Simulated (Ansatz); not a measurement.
# CH₇GeNS: one species, many methods

One table from this session's results is given with a row withheld; the runs are named, their logs left out.

Method: functionals in def2-TZVPP, the program's frozen cores in correlated methods; program: Ansatz 0.2.0, Gaussian basis.

The runs, in order: LDA (SPW92), PBE-D4, revPBE-D4, BLYP-D4, r2SCAN-D4, B97M-V, PBE0-D4, B3LYP-D4, r2SCANh-D4, r2SCAN0-D4, HSE06-D4, BHLYP-D4, CAM-B3LYP-D4, LC-ωPBE, ωB97X-V, ωB97M-V, B2PLYP, PBE-QIDH; CCSD(T)/def2-SVP; CCSD(T)/def2-TZVPP; MP2/def2-QZVPP; extrapolation to the limit; RPA on PBE.

## The relaxed structure

An earlier PBE0-D4 in a triple-zeta def2 set relaxation fixed the geometry.

11 atoms, charge 0, spin multiplicity 1.

Atoms are counted from 1 here; the program's logs count them from 0.

Bond lengths: N1–C2 1.443 Å, N1–H5 1.013 Å, N1–H6 1.013 Å, C2–S3 1.817 Å, C2–H7 1.098 Å, C2–H8 1.092 Å, S3–Ge4 2.224 Å, Ge4–H9 1.536 Å, Ge4–H10 1.539 Å, Ge4–H11 1.534 Å. Angles: C2–N1–H5 111.3°, C2–N1–H6 110.9°, H5–N1–H6 108.6°, N1–C2–S3 111.0°, N1–C2–H7 115.5°, N1–C2–H8 108.6°, S3–C2–H7 104.6°, S3–C2–H8 109.0°, H7–C2–H8 107.9°, C2–S3–Ge4 97.4°, S3–Ge4–H9 108.8°, S3–Ge4–H10 104.6°, S3–Ge4–H11 112.7°, H9–Ge4–H10 110.4°, H9–Ge4–H11 110.8°, H10–Ge4–H11 109.2°.

The first run:

in.yaml

```yaml
crystal:
  periodic: [false, false, false]
  atoms:
    - {symbol: N, position_ang: [-0.964372, 0.976016, -0.375782]}
    - {symbol: C, position_ang: [0.466712, 1.136979, -0.461406]}
    - {symbol: S, position_ang: [1.304079, 0.250595, 0.885834]}
    - {symbol: Ge, position_ang: [0.242521, -1.690464, 0.654148]}
    - {symbol: H, position_ang: [-1.428545, 1.377449, -1.181498]}
    - {symbol: H, position_ang: [-1.328658, 1.416226, 0.460082]}
    - {symbol: H, position_ang: [0.832022, 2.169248, -0.382002]}
    - {symbol: H, position_ang: [0.805548, 0.733098, -1.418016]}
    - {symbol: H, position_ang: [0.143194, -2.025750, -0.841987]}
    - {symbol: H, position_ang: [1.139310, -2.711832, 1.375414]}
    - {symbol: H, position_ang: [-1.146410, -1.688565, 1.305813]}
basis:
  gaussian: {orbitals: def2-TZVPP}
hamiltonian: {xc: lda}
output: {orbitals: {seedname: orbitals}}
```

Steps of the session up to this table: LDA; PBE-D4 (GGA); revPBE-D4 (GGA); BLYP-D4 (GGA); r2SCAN-D4 (meta-GGA); B97M-V (meta-GGA); PBE0-D4 (hybrid); B3LYP-D4 (hybrid); r2SCANh-D4 (hybrid); r2SCAN0-D4 (hybrid); HSE06-D4 (hybrid); BHLYP-D4 (hybrid); CAM-B3LYP-D4 (range-separated); LC-ωPBE (range-separated); ωB97X-V (range-separated); ωB97M-V (range-separated); B2PLYP (double hybrid); PBE-QIDH (double hybrid).

One table of the session follows, with a row left open; its other results are not shown here.

It belongs to the step «Orbital energies across the functionals». 

| functional | HOMO (eV) | gap (eV) |
| --- | --- | --- |
| LDA (SPW92) | -5.58 | 4.72 |
| PBE-D4 | -5.50 | 4.87 |
| revPBE-D4 | -5.45 | 4.92 |
| BLYP-D4 | -5.36 | 4.80 |
| r2SCAN-D4 | -5.76 | 5.42 |
| B97M-V | -5.91 | 5.50 |
| PBE0-D4 | ? | ? |
| B3LYP-D4 | -6.49 | 6.51 |
| r2SCANh-D4 | -6.21 | 6.20 |
| r2SCAN0-D4 | -6.89 | 7.35 |
| HSE06-D4 | -6.32 | 6.23 |
| BHLYP-D4 | -7.81 | 9.01 |
| CAM-B3LYP-D4 | -8.04 | 9.32 |
| LC-ωPBE | -9.41 | 11.90 |
| ωB97X-V | -9.08 | 11.43 |
| ωB97M-V | -8.92 | 11.01 |

Q: Estimate the row for PBE0-D4 from the others.

As computed: HOMO (eV): -6.72; gap (eV): 7.01. In the column «HOMO (eV)» it lies between r2SCAN0-D4 (-6.89) and B3LYP-D4 (-6.49).
